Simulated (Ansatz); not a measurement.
ClH3NOSi, SMILES [NH][SiH](O)Cl, a polarisability from point charges

Computed with the Python package of Ansatz (0.2.0).

Interactive session:
```pycon
>>> from dataclasses import dataclass
>>> import ansatz
>>> import numpy as np
>>> @dataclass
... class Options:
...     basis_set: str = 'def2-SVPD'
...     functional: str = 'pbe'
...
>>> opts = Options()
>>> mol = (
...     ansatz.Crystal.molecule()
...     .atom('N', (-0.0506, 1.0565, -0.788))
...     .atom('Si', (-0.1573, -0.1795, 0.3812))
...     .atom('O', (1.3192, -0.8186, 0.1623))
...     .atom('Cl', (-1.419, -1.6105, -0.1293))
...     .atom('H', (-1.0257, 1.528, -0.8335))
...     .atom('H', (-0.3776, 0.3379, 1.7546))
...     .atom('H', (1.7723, -0.3817, -0.593))
... )
>>> job = (
...     mol.calculation()
...     .basis(gaussian=opts.basis_set)
...     .functional(opts.functional)
...     .spin('collinear', total=1)
...     .forces()
... )
>>> centre = np.mean([site.position_ang for site in mol.cartesian_sites], axis=0)
>>> field = 2 * 14.399645 * 3.0 / 25.0 ** 2
>>> def dipole(axis, sign):
...     arm = 25.0 * np.eye(3)[axis]
...     pair = [{'charge': sign * 3.0, 'position_ang': (centre - arm).tolist()}, {'charge': -sign * 3.0, 'position_ang': (centre + arm).tolist()}]
...     deck = job.input().set(ansatz.key.basis.gaussian.point_charges, pair)
...     return np.array(ansatz.Session.from_dict(deck).plan().execute().report['charge_distribution']['dipole_moment_e_ang'])
...
>>> print(f'field {field:.4f} V/A')
field 0.1382 V/A
>>> alpha = np.array([(dipole(axis, 1) - dipole(axis, -1)) / (2 * field) * 14.399645 for axis in range(3)])

>>> print('polarisability tensor (A^3)')
polarisability tensor (A^3)
>>> print(np.array2string(alpha, precision=3, suppress_small=True))
[[ 8.057  0.579 -0.055]
 [ 0.584  8.426 -0.344]
 [-0.059 -0.336  7.22 ]]
>>> print(f'mean {np.trace(alpha) / 3:.3f} A^3 = {np.trace(alpha) / 3 / 0.14818471:.2f} bohr^3')
mean 7.901 A^3 = 53.32 bohr^3
```

What to keep in mind:
- These settings explore the input space; basis and method may be short of convergence.
- The geometry is a force-field or estimated start, not a minimum of this method, and the basis set is short of its limit. The field of two point charges is only nearly even.
- The species is open-shell (spin multiplicity 2).
- It ran for 43 s on 1 thread of Arm Neoverse V2, on a shared host, peak memory 0.24 GiB.

(Lines on the test bed's own set-up are left out of the output.)
